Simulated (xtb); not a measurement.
# GFN2-xTB run of CHBFN (SMILES N#CBF)

Wanted: a geometry optimisation of CHBFN. 

The calculation is run with xtb 6.7.1.

4 further runs of the same task are left out: 4 set aside as unsound or not needed.

### Step 1. The molecule

The species is CHBFN (5 atoms), meant as a singlet with charge 0. SMILES: `N#CBF`. Geometry: relaxed at GFN2-xTB. The run starts from this shape.

Bond lengths: N1–C2 1.147 Å, C2–B3 1.533 Å, B3–F4 1.306 Å, B3–H5 1.173 Å. Angles: N1–C2–B3 178.2°, C2–B3–F4 119.3°, C2–B3–H5 122.0°, F4–B3–H5 118.7°.

### Step 2. A structure relaxation at GFN2-xTB

Contents of mol.coord:

```
$coord
      1.294613573459     -2.440524598170      2.822400453435  n
      0.576498748840     -1.105338604816      1.273335257295  c
     -0.311559146167      0.733327119922     -0.782289923811  b
     -2.316142824648      0.182396365549     -2.111296512738  f
      0.756589648516      2.630139717515     -1.202168171442  h
$end
```

The run is started by

```console
$ xtb --chrg 0 --opt vtight --gfn 2 -- mol.coord > out.txt
```

**Question.** What will come out? Wanted: total energy at the end; dipole moment; HOMO energy; LUMO energy; HOMO–LUMO gap; dispersion energy; mean polarisability.

Computed results:

Level: GFN2-xTB.

```
                      quantity         value
       total energy at the end  -11.52609 Eh
                 dipole moment        2.23 D
                   HOMO energy     -11.94 eV
                   LUMO energy      -8.78 eV
                 HOMO–LUMO gap       3.16 eV
             dispersion energy  -4.25 kJ/mol
mean polarisability (D4 model)    30.1 bohr³
```

In words: At the final geometry: Bond lengths: N1–C2 1.147 Å, C2–B3 1.533 Å, B3–F4 1.306 Å, B3–H5 1.173 Å. Angles: N1–C2–B3 178.1°, C2–B3–F4 119.3°, C2–B3–H5 122.0°, F4–B3–H5 118.7°. The optimisation took 6 steps and changed the energy by -0.000 eV. Mulliken charges run from -0.21 on F4 to +0.38 on B3.
